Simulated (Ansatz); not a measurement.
# NiMoIrPdW: single point with PBE

The system is NiMoIrPdW.

```xyz
5
Lattice="2.7608 0.0000 0.0000 -1.3804 2.3909 0.0000 0.0000 0.0000 11.3405" Properties=species:S:1:pos:R:3 pbc="T T T"
Ni    0.0000    0.0000    8.0423
Mo    1.3804    0.7970    3.3369
Pd    1.3804    0.7970   10.1952
Ir    0.0000    0.0000    1.2025
W     1.3804    0.7970    6.0015
```

The cell was built by a generator and needn't be a form met in nature.

```
Program             : Ansatz 0.2.0
Task                : single point
Functional          : PBE
Potentials or basis : JTH PAW
Cutoff              : 2400 eV (not typed: the program's choice for these potentials)
k mesh              : 11 × 11 × 3
Occupations         : fermi-dirac, width 0.05 eV
Spin                : collinear spin, ferromagnetic start
Starting moments    : [1.0, 1.0, 0.0, 0.6, 0.0] μB
```

| Item | Value |
| --- | --- |
| Pressure | 0.1 GPa |
| Largest force | 0.281 eV/Å |
| Band gap on the k mesh | none (metal or under the smearing width) |
| Net moment | 0.00 μB per cell |
| Absolute moment | 0.00 μB per cell |

Forces on the atoms (eV/Å):
```
Ni   0.000  0.000  0.028
Mo   0.000  0.000  0.281
Pd   0.000  0.000  0.038
Ir   0.000  0.000 -0.244
W    0.000  0.000 -0.103
```

Stress tensor (GPa, compression positive):
```
0.02 0.00 0.00
0.00 0.02 0.00
0.00 0.00 0.12
```

Levels at points of the mesh, in eV from the Fermi level:
Spin up:
| k point | band 36 | band 37 | band 38 | band 39 | band 40 | band 41 | band 42 | band 43 |
| --- | --- | --- | --- | --- | --- | --- | --- | --- |
| (0.00, 0.00, 0.00) | -1.43 | -1.43 | -0.95 | -0.88 | -0.88 | -0.09 | -0.09 | 0.10 |
Spin down:
| k point | band 35 | band 36 | band 37 | band 38 | band 39 | band 40 | band 41 | band 42 | band 43 | band 44 |
| --- | --- | --- | --- | --- | --- | --- | --- | --- | --- | --- |
| (0.00, 0.00, 0.00) | -1.58 | -1.43 | -1.43 | -0.95 | -0.88 | -0.88 | -0.09 | -0.09 | 0.10 | 0.25 |

It took 100 s on 8 threads of AMD EPYC 9R45 96-Core Processor (Zen 5) (shared host), peak memory 4.4 GiB.

Caveat: the starting moments weren't kept. Spin-orbit coupling is left out, which matters for the levels of Ir, W.
